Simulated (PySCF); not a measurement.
# HfCl₂: singlet, from a bent start

Where does singlet HfCl₂ go from a bent start, is the end point a minimum, and what are its modes, charges and moments?

The runs use PySCF 2.14.0; B3LYP, basis Hf def2-SVP with ECP60, Cl def2-SVP, scalar-relativistic core potentials, no spin–orbit coupling, density fitting.

## (1) The starting structure

3 atoms, charge 0, spin multiplicity 1.

Bond lengths: Hf1–Cl2 2.510 Å, Hf1–Cl3 2.510 Å. Angles: Cl2–Hf1–Cl3 110.0°.

Z-matrix (Å, degrees; charge 0 multiplicity 1):
```
Hf
Cl 1 2.5100
Cl 1 2.5100 2 110.00
```

## (2) Bent start, singlet: relaxation

The steps below are one call of a driver around PySCF. For each, scf.py gives the equivalent set-up of the SCF; relaxations use the driver's own optimiser. Before each start the driver seeks the lowest SCF state from one or more starting densities and follows internal instabilities, so scf.py alone need not reach the same state.

The program finds C2v symmetry in the start, which this walk keeps.

Contents of scf.py:

```python
from pyscf import gto, scf, dft
mol = gto.M(atom='''
Hf     0.000000     0.000000    -0.402944
Cl     2.056100    -0.000000     1.036756
Cl    -2.056100     0.000000     1.036756''',
    basis={'Hf': 'def2-SVP', 'Cl': 'def2-SVP'},
    ecp={'Hf': 'def2-SVP'},
    charge=0, spin=0)
mf = dft.RKS(mol, xc='B3LYP')
mf.grids.atom_grid = (50, 194)
aux = {'Hf': 'def2-universal-JKFIT', 'Cl': 'def2-universal-JKFIT'}
mf = mf.density_fit(auxbasis=aux)
mf.kernel()
```

Steps of the walk:

```csv
step,energy (Eh),change (kJ/mol),largest symmetric gradient (Eh/bohr)
0,-968.222583,0.00,0.06043
1,-968.240664,-47.47,0.03191
2,-968.246769,-63.50,0.01131
3,-968.249305,-70.16,0.00375
4,-968.250734,-73.91,0.00807
5,-968.251088,-74.84,0.00341
6,-968.251236,-75.23,0.00117
7,-968.251302,-75.40,0.00038
8,-968.251313,-75.43,0.00018
9,-968.251313,-75.43,0.00003
```

The walk ran for 19 s (4 threads, shared host).

It settles in C2v symmetry, 75.4 kJ/mol below the start, after 9 steps: Hf–Cl 2.340 Å (×2); Cl–Hf–Cl 151.8°.

## (3) Vibrations and properties at this point

On the finer grid the gradient is checked again; gradients at displacements of ±0.01 bohr then give force constants and infrared intensities.

scf.py, as its differences from that of step 2:

```diff
@@ -3,3 +3,3 @@
-Hf     0.000000     0.000000    -0.402944
-Cl     2.056100    -0.000000     1.036756
-Cl    -2.056100     0.000000     1.036756''',
+Hf     0.000000     0.000000    -0.145870
+Cl     2.275533    -0.000000     0.403172
+Cl    -2.275533     0.000000     0.403172''',
@@ -10 +10 @@
-mf.grids.atom_grid = (50, 194)
+mf.grids.atom_grid = (75, 302)
```

The driver hands on the density of the step before, so the log starts near convergence.

SCF at the final geometry:

```text
init E= -968.25128696696
  HOMO = -0.216535557352573  LUMO = -0.123602206489838  gap/eV = 2.52885
cycle= 1 E= -968.251286965759  delta_E= 1.2e-09  |g|= 7.22e-05  |ddm|= 0.000168
  HOMO = -0.216517474956449  LUMO = -0.123577932043441  gap/eV = 2.52901
cycle= 2 E= -968.25128696184  delta_E= 3.92e-09  |g|= 0.00013  |ddm|= 0.000305
  HOMO = -0.216529298750122  LUMO = -0.123593764597448  gap/eV = 2.52890
cycle= 3 E= -968.2512869675  delta_E= -5.66e-09  |g|= 9.93e-07  |ddm|= 0.000197
  HOMO = -0.216529217735031  LUMO = -0.123593669250314  gap/eV = 2.52891
cycle= 4 E= -968.251286967499  delta_E= 6.82e-13  |g|= 1.07e-07  |ddm|= 1.47e-06
  HOMO = -0.216529205533572  LUMO = -0.123593650872279  gap/eV = 2.52891
Extra cycle  E= -968.251286967499  delta_E=    0  |g|= 1.01e-07  |ddm|= 2.9e-07
converged SCF energy = -968.251286967499
```

The whole step took 26 s.

Geometry: C2v; Hf–Cl 2.341 Å (×2); Cl–Hf–Cl 152.9°.

Harmonic modes (main isotopes):

```json
{"symmetry": "a1", "ω (cm⁻¹)": "51", "IR (km/mol)": "1.1", "μ (u)": "43.97", "type": "bend"}
{"symmetry": "a1", "ω (cm⁻¹)": "370", "IR (km/mol)": "3.6", "μ (u)": "35.71", "type": "stretch"}
{"symmetry": "b2", "ω (cm⁻¹)": "384", "IR (km/mol)": "97.9", "μ (u)": "44.63", "type": "stretch"}
```

No imaginary mode, so this is a minimum.

Properties at this point:

```yaml
Dipole_moment: 0.74 D
Highest_occupied_level: -5.89 eV
Lowest_empty_level: -3.36 eV
Rotational_constants: 1.11, 0.04655, 0.04468 cm⁻¹
Zero-point_energy: 4.8 kJ/mol
Principal_polarisabilities: 75.0, 75.3, 85.2 bohr³
Atomisation_energy_without_zero-point_energy: 952 kJ/mol
Principal_traceless_quadrupole_moments_about_the_centre_of_mass: -7.54, 3.61, 3.93 D Å
Entropy_at_298.15_K_and_1_bar: 309.7 J/(mol K)
Heat_capacity_Cp_at_298.15_K: 54.2 J/(mol K)
Enthalpy_at_298.15_K_above_0_K: 13.85 kJ/mol
Rotational_symmetry_number: 2
```

Populations by atom (charges in e):

```tsv
atom	Mulliken	Löwdin	polar tensor	Mayer order to Hf1
Hf1	0.44	-0.28	0.95	–
Cl2,3	-0.22	0.14	-0.48	1.31
```

Mulliken populations on Hf1 (outside its core potential): s 3.50, p 6.25, d 1.74, f 0.06.

## (4) Would spin polarisation lower it?

At the lowest minimum the closed shell is tested against spin polarisation, on the (50, 194) grid. It is unstable: an open-shell solution lies lower. That solution was not followed to a minimum here.

## (5) Outcome

| quantity | value |
| --- | --- |
| minimum | singlet, C2v (closed shell, unstable towards spin polarisation) |
| geometry | Hf–Cl 2.341 Å (×2); Cl–Hf–Cl 152.9° |
| wavenumbers (cm⁻¹) | 51 (a1), 370 (a1), 384 (b2) |
| dipole moment | 0.74 D |
| highest occupied, lowest empty level | -5.89, -3.36 eV |
| polar-tensor charge of Hf1 | +0.95 e |
| zero-point energy | 4.8 kJ/mol |

What this shows: The molecule stays C2v, as typed, and the end point is a minimum. The strongest infrared band lies at 384 cm⁻¹ (b2, stretch). Other starts or spin states, not run here, may lie lower. Modes under about 90 cm⁻¹ are uncertain by tens of cm⁻¹. The closed shell proved unstable towards spin polarisation, so a lower open-shell solution exists. With an element this heavy the missing spin–orbit coupling can shift these numbers.

The search up to here took 53 s.
